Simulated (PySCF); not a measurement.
# WOCl2: relaxation and vibrations of the singlet

The task is one start of a wider search on WOCl2: the singlet, built as B3LYP minimum. It is relaxed, tested by its Hessian and followed downhill if it is a saddle.

The runs use PySCF 2.14.0; B3LYP, basis W def2-SVP with ECP60, O def2-SVP, Cl def2-SVP, scalar-relativistic core potentials, no spin–orbit coupling, density fitting.

**1. Starting geometry**

4 atoms, charge 0, spin multiplicity 1.

Bond lengths: W1–O2 1.680 Å, W1–Cl3 2.257 Å, W1–Cl4 2.257 Å. Angles: O2–W1–Cl3 113.9°, O2–W1–Cl4 113.9°, Cl3–W1–Cl4 132.3°.

Coordinates in bohr (charge 0 multiplicity 1):
```
W    -0.2126    0.0000   -0.1477
O    -2.8201    0.0000   -1.9599
Cl   -1.0216    0.0000    4.0400
Cl    3.4303    0.0000   -2.3660
```

**2. Finding the electronic state**

The steps below are one call of a driver around PySCF. For each, scf.py gives the equivalent set-up of the SCF; relaxations use the driver's own optimiser. After this first run the driver tries any further starts and a stability analysis.

The input, scf.py:

```python
from pyscf import gto, scf, dft
mol = gto.M(atom='''
W     -0.112494    -0.000000    -0.078178
O     -1.492359    -0.000000    -1.037128
Cl    -0.540600     0.000000     2.137865
Cl     1.815243    -0.000000    -1.252040''',
    basis={'W': 'def2-SVP', 'O': 'def2-SVP', 'Cl': 'def2-SVP'},
    ecp={'W': 'def2-SVP'},
    charge=0, spin=0)
mf = dft.RKS(mol, xc='B3LYP')
mf.grids.atom_grid = (50, 194)
aux = {'W': 'def2-universal-JKFIT', 'O': 'def2-universal-JKFIT', 'Cl': 'def2-universal-JKFIT'}
mf = mf.density_fit(auxbasis=aux)
mf.conv_tol = 1e-08
mf.diis_space = 10
mf.max_cycle = 60
mf.init_guess = 'minao'
mf.verbose = 4
mf.kernel()
```

The run is started by

```
$ OMP_NUM_THREADS=2 python axn.py task.json out
```

Further steps of the session: Relaxation: B3LYP minimum start, singlet; Vibrations and properties at this point; A spin-polarised start; Vibrations and properties at this point.

What does the calculation give? Wanted: minimum; geometry; wavenumbers; dipole moment; highest occupied, lowest empty level; polar-tensor charge of W1; zero-point energy; atomisation energy; ⟨S²⟩.

**Answer**, as computed:

| quantity | value |
| --- | --- |
| minimum | broken-symmetry (Ms = 0), C2v |
| geometry | W–Cl 2.275 Å (×2), W–O 1.683 Å; Cl–W–Cl 128.5°, Cl–W–O 115.7° (×2) |
| wavenumbers (cm⁻¹) | 99, 113, 213, 382, 424, 1057 |
| dipole moment | 1.24 D |
| highest occupied, lowest empty level (either spin) | -6.82, -3.79 eV |
| polar-tensor charge of W1 | +1.50 e |
| zero-point energy | 13.7 kJ/mol |
| entropy at 298.15 K | 334.1 J/(mol K) |
| atomisation energy (no zero-point energy) | 1545 kJ/mol |
| ⟨S²⟩ | 0.591 |

The molecule stays C2v, as typed, and the end point is a minimum. The determinant is spin-contaminated (⟨S²⟩ = 0.59 against 0.00), so it is no pure spin state. The strongest infrared band lies at 1057 cm⁻¹ (stretch). Only this shape and spin were tried, so other structures or states may lie lower. The SCF density has lower symmetry than the nuclear frame. With an element this heavy the missing spin–orbit coupling can shift these numbers.
